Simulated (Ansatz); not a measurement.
# RuO (triplet): from Hartree-Fock to the top rungs, def2-TZVPP

An exercise on one series of results from a longer session: the logs are not shown, and one member is left open.

Computed with Ansatz 0.2.0, Gaussian basis. Level: def2-TZVPP, core rule «outside noble gas», up to 5 orbitals frozen.

To be run: UHF; ROHF; CCSD(T) on UHF.

2 further runs of the same task are left out: 1 that didn't finish, 1 set aside as unsound or not needed.

### What is computed

The geometry is a PBE0/def2-TZVP stationary point (not a proven minimum) of the parent state, kept for this charge and spin. No spin-orbit coupling is included. Elements past krypton take def2 core potentials.

2 atoms, charge 0, spin multiplicity 3.

Atoms are counted from 1 here; the program's logs count them from 0.

Bond lengths: Ru1–O2 1.615 Å.

Set-up of the first run:

Contents of in.yaml:

```yaml
crystal:
  periodic: [false, false, false]
  atoms:
    - {symbol: Ru, position_ang: [0.000000, 0.000000, 0.000000]}
    - {symbol: O, position_ang: [0.000000, 0.000000, 1.614600]}
basis:
  gaussian: {orbitals: def2-TZVPP}
magnetization: {spin_polarized: true, initial_magnetization: 2}
hamiltonian: {xc: hf}
output: {orbitals: {seedname: orbitals}}
```

Command:

```
$ ansatz run in.yaml --threads 1 --pin off --events-out ev --progress --plain --max-ram 4096MiB --backend cpu
```

Among the steps run: UHF; ROHF; CCSD(T) on UHF.

One table of the session follows, with a row left open; its other results are not shown here.

```
  method  from UCCSD(T) (meV)
    ROHF             +14639.1
     UHF             +13850.0
    UMP2                    ?
   UCCSD               +822.6
UCCSD(T)                    0
```

Estimate the missing values for UMP2.

The run gave: from UCCSD(T) (meV): +456.7. In the column «from UCCSD(T) (meV)» it lies between UCCSD(T) (0) and UCCSD (+822.6).

The program flags UCCSD(T) as in doubt (see the logs), so the zero of the table is itself unsure.

Limits of these values: The determinant is far from a pure spin state, so its energy mixes those of several spin states (harmless only where they are near-degenerate, as at dissociation). The program flags UCCSD(T) as in doubt, so the zero of the table is itself unsure.
